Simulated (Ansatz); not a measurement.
This script makes a test of scalar relativity of BrH3Si, SMILES [SiH3]Br with Ansatz 0.2.0, Python API.

`x2c_brh3si.py`
```python
'''Scalar relativity in BrH3Si.'''

import ansatz as az
import numpy as np

GEOMETRY = '''
Si   -0.09280    0.00020   -0.02830
Br    1.85580   -0.72640    0.50820
H    -1.09170   -0.10020    1.10430
H    -0.59160   -0.71900   -1.19690
H    -0.02980    1.47170   -0.42870
'''


def main() -> None:
    mol = az.Crystal.molecule()
    for line in GEOMETRY.strip().splitlines():
        symbol, *xyz = line.split()
        mol = mol.atom(symbol, [float(v) for v in xyz])

    setup = mol.calculation().functional('hf').forces()
    # a set contracted for a scalar-relativistic Hamiltonian goes with the relativistic run
    sets = {'none': 'cc-pVTZ', 'scalar': 'cc-pVTZ-DK'}
    found = {kind: setup.basis(gaussian=basis).pseudopotentials(relativity=kind).run().report for kind, basis in sets.items()}
    for kind, each in found.items():
        dipole = 4.803205 * np.linalg.norm(each['charge_distribution']['dipole_moment_e_ang'])
        print(f'{kind:7s} E = {each["free_energy_ev"]:.4f} eV  dipole {dipole:.3f} D  largest force component {np.abs(each["forces_ev_ang"]).max():.4f} eV/A')
    print(f'relativity lowers the total energy by {found["none"]["free_energy_ev"] - found["scalar"]["free_energy_ev"]:.3f} eV')


if __name__ == '__main__':
    main()
```

What does scalar relativity change in the total energy and in the dipole?

The total moves by -886.8 eV, nearly all in the cores, and the dipole from 0.85 to 0.82 D.

What the script printed:

```console
$ python x2c_brh3si.py
none    E = -77911.4600 eV  dipole 0.845 D  largest force component 2.0386 eV/A
scalar  E = -78798.2441 eV  dipole 0.822 D  largest force component 1.9626 eV/A
relativity lowers the total energy by 886.784 eV
```

Total energies depend on the basis set; only differences at equal settings carry meaning. The geometry is a force-field or estimated start, not a minimum of this method. The basis set changes with the Hamiltonian (a set recontracted for scalar relativity), and most of the change in the total lies in the cores. Run time: 4.6 s on 1 thread of Arm Neoverse V2, with other jobs on the host, peak memory 0.29 GiB.
